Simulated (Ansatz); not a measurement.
# B3LYP/6-31G(d) (spherical functions) run of CH5NSi (SMILES C[Si]N)

What is the electronic atomisation energy of CH5NSi at B3LYP/6-31G* (spherical functions)? 

Program for the calculation: Ansatz 0.2.0.

60 further runs of the same task are left out: 60 set aside as unsound or not needed.

## Step 1: The system as given

CH5NSi has 8 atoms, charge 0, and is taken as a singlet. As SMILES, `C[Si]N`. The coordinates come from a PBE0-D4/def2-TZVP relaxation. This is one conformer, not always the lowest.

Bond lengths: C1–Si2 1.904 Å, Si2–N3 1.709 Å, C1–H4 1.094 Å, C1–H5 1.094 Å, C1–H6 1.098 Å, N3–H7 1.008 Å, N3–H8 1.010 Å. Angles: C1–Si2–N3 98.7°, Si2–C1–H4 115.0°, Si2–C1–H5 110.7°, Si2–C1–H6 107.9°, Si2–N3–H7 121.7°, Si2–N3–H8 126.1°, H4–C1–H5 108.8°, H4–C1–H6 108.0°, H5–C1–H6 106.1°, H7–N3–H8 112.1°.

## Step 2: A single-point energy at B3LYP/6-31G(d) (spherical functions)

The input, input.yaml:

```yaml
basis:
  gaussian:
    orbitals: 6-31G_st_-spherical.json
crystal:
  periodic: [false, false, false]
  atoms:
    - {symbol: C, position_ang: [-0.660000, 0.824700, -0.552100]}
    - {symbol: Si, position_ang: [0.963800, 0.653800, 0.427700]}
    - {symbol: "N", position_ang: [0.932200, -1.034400, 0.690700]}
    - {symbol: H, position_ang: [-1.026400, -0.101800, -1.004300]}
    - {symbol: H, position_ang: [-0.562500, 1.583400, -1.334100]}
    - {symbol: H, position_ang: [-1.431400, 1.195000, 0.135900]}
    - {symbol: H, position_ang: [1.651200, -1.501900, 1.220100]}
    - {symbol: H, position_ang: [0.225200, -1.675700, 0.360300]}
hamiltonian:
  xc: {name: B3LYP}
accuracy: high
output: {orbitals: {seedname: orbitals}}
```

The basis set 6-31G* is read from a file made from the Basis Set Exchange's data (not shown).

Started as:

```bash
$ ansatz run input.yaml --threads 1 --pin off --max-ram 3480MiB --events-out events.jsonl --progress --plain --runs-dir runs
```

Log:

```text
Warning: RAYON_NUM_THREADS=1 ignored (pool sized by the plan → 1); use --threads N
Functional definition: B3LYP
  name "B3LYP"
  parameter a0 = 0.2
  parameter ax = 0.72
  parameter ac = 0.81
  exchange = (1 - a0 - ax)*slater_x + ax*b88_x + a0*exact_x
  correlation = (1 - ac)*vwn_rpa_c + ac*lyp_c
1305 factors; integrals over basis functions are off by at most 3.5e-9 eV
mean field evaluation 1: about -10476.0329 eV, gradient 6.8e1 eV
mean field evaluation 2: about -10455.7019 eV, gradient 1.1e2 eV
mean field evaluation 4: about -10485.8236 eV, gradient 6.8e0 eV
mean field evaluation 8: about -10485.9305 eV, gradient 3.5e-2 eV
mean field evaluation 16: about -10485.9305 eV, gradient 1.8e-6 eV
mean field -10485.93049687 eV, -385.3508381411 hartree, gradient 3.3e-8 eV, S^2 0.000000; 0 other end points of the search recorded, 0 dependent functions left out
reference -10485.93052995 eV, -385.3508393568 hartree; 16, 16 occupied and 40, 40 virtual orbitals, 1305 factors
Total energy: -10485.93052995 eV, -385.3508393568 hartree
```

Wall time 2.9 s (1 thread of AMD EPYC 7R43 (Zen 3), shared host); peak memory 0.19 GiB.

## Step 3: The C atom, same level

The input, input.yaml:

```yaml
basis:
  gaussian: {orbitals: 6-31G_st_-spherical.json}
crystal:
  periodic: [false, false, false]
  atoms:
    - {symbol: C, position_ang: [0.000000, 0.000000, 0.000000]}
magnetization: {spin_polarized: true, initial_magnetization: 2}
hamiltonian: {xc: {name: B3LYP}}
accuracy: high
```

The basis set 6-31G* is read from a file made from the Basis Set Exchange's data (not shown).

Run the same way, it converges to -37.84469 Eh (log not shown).

## Step 4: The H atom at the same level

The input, molecule.yaml:

```yaml
crystal:
  periodic: [false, false, false]
  atoms:
    - {symbol: H, position_ang: [0.000000, 0.000000, 0.000000]}
basis:
  gaussian:
    orbitals: "6-31G*"
magnetization:
  spin_polarized: true
  initial_magnetization: 1
hamiltonian:
  xc: {name: B3LYP}
accuracy: high
```

Run the same way, it converges to -0.50027 Eh (log not shown).

## Step 5: The N atom

The input, input.yaml:

```yaml
crystal:
  periodic: [false, false, false]
  atoms:
    - {symbol: N, position_ang: [0.000000, 0.000000, 0.000000]}
basis:
  gaussian: {orbitals: 6-31G_st_-spherical.json}
hamiltonian: {xc: {name: B3LYP}}
accuracy: high
magnetization: {spin_polarized: true, initial_magnetization: 3}
```

The basis set 6-31G* is read from a file made from the Basis Set Exchange's data (not shown).

Run the same way, it converges to -54.58288 Eh (log not shown).

## Step 6: The Si atom

The input, in.yaml:

```yaml
basis:
  gaussian:
    orbitals: 6-31G_st_-spherical.json
crystal:
  periodic: [false, false, false]
  atoms:
    - {symbol: Si, position_ang: [0.000000, 0.000000, 0.000000]}
magnetization:
  spin_polarized: true
  initial_magnetization: 2
hamiltonian:
  xc: {name: B3LYP}
accuracy: high
```

The basis set 6-31G* is read from a file made from the Basis Set Exchange's data (not shown).

Run the same way, it converges to -289.36979 Eh (log not shown).

## Step 7: Outcome

Level: B3LYP/6-31G* (spherical functions).

```
                     quantity          value
       molecule: total energy  -385.35084 Eh
        molecule: HOMO energy       -5.64 eV
        molecule: LUMO energy       -0.99 eV
      molecule: HOMO–LUMO gap        4.65 eV
         C atom: total energy   -37.84469 Eh
                 C atom: ⟨S²⟩          2.002
         H atom: total energy    -0.50027 Eh
                 H atom: ⟨S²⟩          0.750
         N atom: total energy   -54.58288 Eh
                 N atom: ⟨S²⟩          3.752
        Si atom: total energy  -289.36979 Eh
                Si atom: ⟨S²⟩          2.002
electronic atomisation energy      28.629 eV
```

**Reading.** Taking the molecule apart into free atoms costs 28.63 eV (660 kcal/mol), before zero-point energy and without spin-orbit coupling.
